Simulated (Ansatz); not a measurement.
# CH₉InOSi₂: how energies converge with the basis set

The task here is to estimate one member of a computed series from the others.

Computed with Ansatz 0.2.0, Gaussian basis. Level: one geometry, several basis sets.

Plan: PBE0-D4/def2-SVP; ωB97M-V/def2-SVP; PBE0-D4/def2-QZVPP; ωB97M-V/def2-QZVPP; the functionals' def2-TZVPP values are taken from earlier runs.

### The relaxed structure

All runs share one geometry, relaxed beforehand with PBE0-D4 in a triple-zeta def2 set. In takes the def2 core potential; no spin-orbit term is included.

SMILES `[SiH3]O[CH]([SiH3])[InH2]`, 14 atoms, charge 0, spin multiplicity 1.

Atoms are counted from 1 here; the program's logs count them from 0.

Bond lengths: Si1–O2 1.635 Å, Si1–H6 1.479 Å, Si1–H7 1.516 Å, Si1–H8 1.486 Å, O2–C3 1.444 Å, C3–Si4 1.871 Å, C3–In5 2.224 Å, C3–H9 1.098 Å, Si4–H10 1.489 Å, Si4–H11 1.487 Å, Si4–H12 1.492 Å, In5–H13 1.725 Å, In5–H14 1.726 Å. Angles: O2–Si1–H6 109.6°, O2–Si1–H7 106.5°, O2–Si1–H8 113.1°, H6–Si1–H7 110.0°, H6–Si1–H8 111.4°, H7–Si1–H8 106.0°, Si1–O2–C3 115.4°, O2–C3–Si4 109.6°, O2–C3–In5 109.9°, O2–C3–H9 109.8°, Si4–C3–In5 110.8°, Si4–C3–H9 109.0°, In5–C3–H9 107.8°, C3–Si4–H10 113.2°, C3–Si4–H11 110.3°, C3–Si4–H12 106.9°, H10–Si4–H11 108.7°, H10–Si4–H12 109.0° and more.

Set-up of the first run:

File in.yaml:

```yaml
crystal:
  periodic: [false, false, false]
  atoms:
    - {symbol: Si, position_ang: [-1.492944, 1.451346, 0.818964]}
    - {symbol: O, position_ang: [0.090864, 1.127245, 0.576754]}
    - {symbol: C, position_ang: [0.415823, -0.265635, 0.380687]}
    - {symbol: Si, position_ang: [2.214426, -0.427241, -0.109868]}
    - {symbol: In, position_ang: [-0.910439, -1.139668, -1.176473]}
    - {symbol: H, position_ang: [-1.736420, 2.898717, 0.637169]}
    - {symbol: H, position_ang: [-2.257897, 0.660735, -0.224103]}
    - {symbol: H, position_ang: [-1.990235, 0.978893, 2.137100]}
    - {symbol: H, position_ang: [0.248888, -0.821452, 1.313245]}
    - {symbol: H, position_ang: [3.152649, 0.094295, 0.921873]}
    - {symbol: H, position_ang: [2.466637, 0.286314, -1.389389]}
    - {symbol: H, position_ang: [2.479060, -1.881586, -0.315365]}
    - {symbol: H, position_ang: [-0.888959, -0.375530, -2.722830]}
    - {symbol: H, position_ang: [-1.791446, -2.586453, -0.847765]}
basis:
  gaussian: {orbitals: def2-SVP}
hamiltonian: {xc: pbe0, dispersion: d4}
output: {orbitals: {seedname: orbitals}}
```

The run is started by

```
ansatz run in.yaml --threads 2 --pin off --events-out ev --progress --plain --max-ram 32768MiB --backend cpu
```

Steps of the session up to this table: PBE0-D4 in def2-SVP; ωB97M-V in def2-SVP; PBE0-D4 in def2-QZVPP; ωB97M-V in def2-QZVPP.

One table of the session follows, with a row left open; its other results are not shown here.

It belongs to the step «Functionals by basis». 

```
functional       basis  HOMO (eV)  LUMO (eV)
   PBE0-D4    def2-SVP      -6.88      -1.60
   PBE0-D4  def2-TZVPP          ?          ?
   PBE0-D4  def2-QZVPP      -6.91      -1.67
   ωB97M-V    def2-SVP      -9.00       0.08
   ωB97M-V  def2-TZVPP      -9.05      -0.05
   ωB97M-V  def2-QZVPP      -9.06      -0.09
```

Q: Estimate the row for PBE0-D4, def2-TZVPP from the others.

The run gave: HOMO (eV): -6.90; LUMO (eV): -1.66. In the column «HOMO (eV)» it lies between PBE0-D4, def2-QZVPP (-6.91) and PBE0-D4, def2-SVP (-6.88).
